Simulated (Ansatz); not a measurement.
# CH8SSiSn: up Jacob's ladder to CCSD(T)

An exercise on one series of results from a longer session: the logs are not shown, and one member is left open.

The runs use Ansatz 0.2.0, Gaussian basis; functionals in def2-TZVPP, the program's frozen cores in correlated methods.

Plan: PBE-D4, r2SCAN-D4, PBE0-D4, B3LYP-D4, ωB97X-V, ωB97M-V, B2PLYP; CCSD(T)/def2-TZVPP; MP2/def2-QZVPP; extrapolation to the limit.

## The geometry

All runs share one geometry, relaxed beforehand with PBE0-D4 in a triple-zeta def2 set. Sn takes the def2 core potential; no spin-orbit term is included.

SMILES `[SiH3][CH2][SnH2][SH]`, 12 atoms, charge 0, spin multiplicity 1.

Atoms are counted from 1 here; the program's logs count them from 0.

Bond lengths: Si1–C2 1.870 Å, Si1–H5 1.485 Å, Si1–H6 1.490 Å, Si1–H7 1.487 Å, C2–Sn3 2.145 Å, C2–H8 1.094 Å, C2–H9 1.093 Å, Sn3–S4 2.410 Å, Sn3–H10 1.705 Å, Sn3–H11 1.710 Å, S4–H12 1.343 Å. Angles: C2–Si1–H5 110.5°, C2–Si1–H6 110.2°, C2–Si1–H7 110.5°, H5–Si1–H6 108.2°, H5–Si1–H7 109.1°, H6–Si1–H7 108.3°, Si1–C2–Sn3 114.2°, Si1–C2–H8 110.0°, Si1–C2–H9 110.2°, Sn3–C2–H8 106.7°, Sn3–C2–H9 107.9°, H8–C2–H9 107.5°, C2–Sn3–S4 109.7°, C2–Sn3–H10 111.1°, C2–Sn3–H11 110.9°, S4–Sn3–H10 104.2°, S4–Sn3–H11 109.0°, H10–Sn3–H11 111.7° and more.

Set-up of the first run:

The input, in.yaml:

```yaml
crystal:
  periodic: [false, false, false]
  atoms:
    - {symbol: Si, position_ang: [-0.892232, 1.498871, 0.075742]}
    - {symbol: C, position_ang: [-0.152654, 0.112334, 1.088999]}
    - {symbol: Sn, position_ang: [1.155995, -1.181127, -0.013929]}
    - {symbol: S, position_ang: [0.600368, -1.094775, -2.357888]}
    - {symbol: H, position_ang: [-1.852739, 0.959486, -0.920702]}
    - {symbol: H, position_ang: [-1.622381, 2.449507, 0.960376]}
    - {symbol: H, position_ang: [0.175745, 2.249404, -0.636076]}
    - {symbol: H, position_ang: [0.434623, 0.524724, 1.914505]}
    - {symbol: H, position_ang: [-0.944882, -0.502399, 1.523598]}
    - {symbol: H, position_ang: [2.766992, -0.627202, 0.055824]}
    - {symbol: H, position_ang: [1.019707, -2.795809, 0.530704]}
    - {symbol: H, position_ang: [-0.611540, -1.648414, -2.187053]}
basis:
  gaussian: {orbitals: def2-TZVPP}
hamiltonian: {xc: pbe, dispersion: d4}
output: {forces: true, orbitals: {seedname: orbitals}}
```

Run with:

```
$ ansatz run in.yaml --threads 4 --pin off --events-out ev --progress --plain --max-ram 10444MiB
```

Among the steps run: PBE-D4 (GGA); r2SCAN-D4 (meta-GGA); PBE0-D4 (hybrid); B3LYP-D4 (hybrid); ωB97X-V (range-separated); ωB97M-V (range-separated); B2PLYP (double hybrid); CCSD(T) in def2-TZVPP; MP2 in def2-QZVPP.

One of the session's tables, all rows but one given; the rest of the session is left out.

It belongs to the step «Atomisation energies». 

| method | atomisation energy (eV) |
| --- | --- |
| PBE-D4 | 37.033 |
| r2SCAN-D4 | 37.153 |
| PBE0-D4 | 36.871 |
| B3LYP-D4 | 37.038 |
| ωB97X-V | 37.522 |
| ωB97M-V | 37.281 |
| B2PLYP | 36.514 |
| HF/def2-TZVPP | 27.472 |
| MP2/def2-TZVPP | 36.145 |
| CCSD/def2-TZVPP | 35.989 |
| CCSD(T)/def2-TZVPP | ? |
| MP2/CBS | 37.138 |
| CCSD(T)/CBS | 37.437 |

**Question.** Estimate the row for CCSD(T)/def2-TZVPP.

As computed: atomisation energy (eV): 36.445. In the column «atomisation energy (eV)» it lies between MP2/def2-TZVPP (36.145) and B2PLYP (36.514).

To keep in mind: Free atoms (1 Si, 1 C, 1 Sn, 1 S, 8 H) were run apart at each level; the atomisation energy is their sum less the molecule, without zero-point or spin-orbit terms.
